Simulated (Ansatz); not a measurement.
# Ge2H3+ (triplet): wave-function methods side by side, cc-pVTZ

One table from this session's results is given with a row withheld; the runs are named, their logs left out.

The runs use Ansatz 0.2.0, Gaussian basis; cc-pVTZ, core rule «outside noble gas», up to 28 orbitals frozen.

The runs, in order: UHF; CCSD(T) on ROHF; CCSD(T) on UHF; BCCD(T) on ROHF; CCSDT(Q) on ROHF; CCSDT(Q) on UHF; CASSCF and NEVPT2, 10 electrons in 11 orbitals.

5 further runs of the same task are left out: 5 set aside as unsound or not needed.

### The geometry

The geometry is a PBE0/def2-TZVP stationary point (not a proven minimum) of the parent state, kept for this charge and spin. No spin-orbit coupling is included. The filled d shell of Ge may be among the frozen orbitals whatever the setting's name suggests; the logs give the count.

5 atoms, charge 1, spin multiplicity 3.

Atoms are counted from 1 here; the program's logs count them from 0.

Bond lengths: Ge1–Ge2 2.489 Å, Ge1–H3 1.550 Å, Ge1–H4 1.544 Å, Ge1–H5 1.544 Å. Angles: Ge2–Ge1–H3 104.2°, Ge2–Ge1–H4 115.6°, Ge2–Ge1–H5 115.6°, H3–Ge1–H4 106.7°, H3–Ge1–H5 106.7°, H4–Ge1–H5 107.3°.

Coordinates:

```csv
atom,x (Å),y (Å),z (Å)
Ge1,-0.0020,0.0000,1.2075
Ge2,-0.0014,0.0000,-1.2815
H3,1.5002,0.0000,1.5882
H4,-0.6286,1.2435,1.8741
H5,-0.6287,-1.2435,1.8741
```

Set-up of the first run:

The input, in.yaml:

```yaml
crystal:
  periodic: [false, false, false]
  atoms:
    - {symbol: Ge, position_ang: [-0.001989, 0.000001, 1.207499]}
    - {symbol: Ge, position_ang: [-0.001381, -0.000001, -1.281547]}
    - {symbol: H, position_ang: [1.500233, -0.000013, 1.588157]}
    - {symbol: H, position_ang: [-0.628647, 1.243483, 1.874144]}
    - {symbol: H, position_ang: [-0.628670, -1.243469, 1.874145]}
basis:
  gaussian: {orbitals: cc-pVTZ}
total_charge: 1
magnetization: {spin_polarized: true, initial_magnetization: 2}
hamiltonian: {xc: hf}
output: {orbitals: {seedname: orbitals}}
```

The run is started by

```sh
$ ansatz run in.yaml --threads 1 --pin off --events-out ev --progress --plain --max-ram 4096MiB --backend cpu
```

Steps of the session up to this table: UHF; CCSD(T) on ROHF; CCSD(T) on UHF; BCCD(T) on ROHF; CCSDT(Q) on ROHF; CCSDT(Q) on UHF; CASSCF and NEVPT2, 10 electrons in 11 orbitals.

One of the session's tables, all rows but one given; the rest of the session is left out.

| method | from UCCSDT(Q) (kJ/mol) |
| --- | --- |
| ROHF | +559.9 |
| UHF | +546.0 |
| RMP2 | +116.7 |
| UMP2 | +117.0 |
| RCCSD | +22.3 |
| UCCSD | +20.7 |
| RCCSD(T) | ? |
| UCCSD(T) | +4.0 |
| BCCD(T) | +5.1 |
| RCCSDT | +1.9 |
| UCCSDT | +0.6 |
| RCCSDT(Q) | +1.2 |
| UCCSDT(Q) | 0 |
| CASSCF valence | +363.2 |
| NEVPT2 valence | +96.9 |

Estimate the missing values for RCCSD(T).

**Answer.** from UCCSDT(Q) (kJ/mol): +5.2. In the column «from UCCSDT(Q) (kJ/mol)» it lies between BCCD(T) (+5.1) and UCCSD (+20.7).

Limits of these values: Restricted and unrestricted rows rest on different reference determinants; where their highest levels disagree by more than a few hundredths of an eV, they describe different states and don't form one ladder.
